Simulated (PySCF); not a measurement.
# B2H2ClF (SMILES BB(F)Cl): a first try and a second

Aim: the energy of B2H2ClF at HF-D4/ATZP (density fitting).

Program for the calculation: PySCF 2.14.0.

6 further runs of the same task are left out: 1 that didn't finish, 5 set aside as unsound or not needed.

## Step 1: Starting point

The species is B2H2ClF (6 atoms), meant as a singlet with charge 0. SMILES: `BB(F)Cl`. The coordinates come from a GFN2-xTB relaxation.

Bond lengths: B1–B2 1.693 Å, B2–F3 1.330 Å, B2–Cl4 1.725 Å, B1–H5 1.168 Å, B1–H6 1.168 Å. Angles: B1–B2–F3 122.1°, B1–B2–Cl4 125.0°, F3–B2–Cl4 112.9°, B2–B1–H5 121.9°, B2–B1–H6 121.0°, H5–B1–H6 117.0°.

## Step 2: The input as first written

The input, input.py:

```python
from pyscf import gto, scf

mol = gto.M(
    atom='''
B   -0.417340   0.827850  -0.008770
B    0.388000  -0.658830   0.075430
F    1.225520  -0.954590   1.065430
Cl   0.216290  -1.943680  -1.063410
H   -1.126500   1.097140  -0.896900
H   -0.285970   1.632120   0.828220
''',
    max_memory=1860,
    basis='atzp',
    verbose=4,
)

mf = scf.RHF(mol)
mf = mf.density_fit(auxbasis='sto-3g')
mf.disp = 'd4'
mf.kernel()

e_final = mf.e_tot
print('E(%s) = %.9f' % ('HF', e_final))
```

The run is started by

```
OMP_NUM_THREADS=1 python input.py
```

The log of the run:

```text
PySCF version 2.14.0

[... 67 lines left out ...]
converged SCF energy = -606.880576323975
E(HF) = -606.880576324
```

Wall time 1.4 s (1 thread of Arm Neoverse V1, shared host); peak memory 0.14 GiB.

## Step 3: Reading the log

It ran to the end. The result can't be trusted all the same.

What is wrong: the fitting set doesn't suit the orbital basis or method. To mend it: integral approximation auto in place of sto-3g.

## Step 4: Second attempt

The input, input.py:

```python
# BB(F)Cl
from pyscf import gto, scf

system = gto.M(
    atom='''
B   -0.417340   0.827850  -0.008770
B    0.388000  -0.658830   0.075430
F    1.225520  -0.954590   1.065430
Cl   0.216290  -1.943680  -1.063410
H   -1.126500   1.097140  -0.896900
H   -0.285970   1.632120   0.828220
''',
    spin=0,
    verbose=4,
    charge=0,
    max_memory=1860,
    basis='atzp',
    symmetry=True,
)

mf = scf.RHF(system)
mf = mf.density_fit()
mf.disp = 'd4'
mf.kernel()

etot = mf.e_tot
print('Final energy', etot)
```

The run is started by

```
OMP_NUM_THREADS=1 python input.py
```

The log of the run:

```text
PySCF version 2.14.0

[... 63 lines left out ...]
WARN: Even tempered Gaussians are generated as DF auxbasis for  B H F Cl
[... 26 lines left out ...]
converged SCF energy = -609.619685028612
Final energy -609.6196850286121
```

It took 9 s on 1 thread of Arm Neoverse V1, shared host; peak memory 0.54 GiB.

## Step 5: What came out

At HF-D4/ATZP (density fitting):

| quantity | value |
| --- | --- |
| total energy | -609.61969 Eh |
| dipole moment | 1.34 D |
| HOMO energy | -12.28 eV |
| LUMO energy | 0.07 eV |
| HOMO–LUMO gap | 12.36 eV |
| dispersion energy | -34.93 kJ/mol |

In words: The first attempt's energy was +74.535 eV off this one. Mulliken charges run from -0.57 on F3 to +1.14 on B2; they depend strongly on the basis.
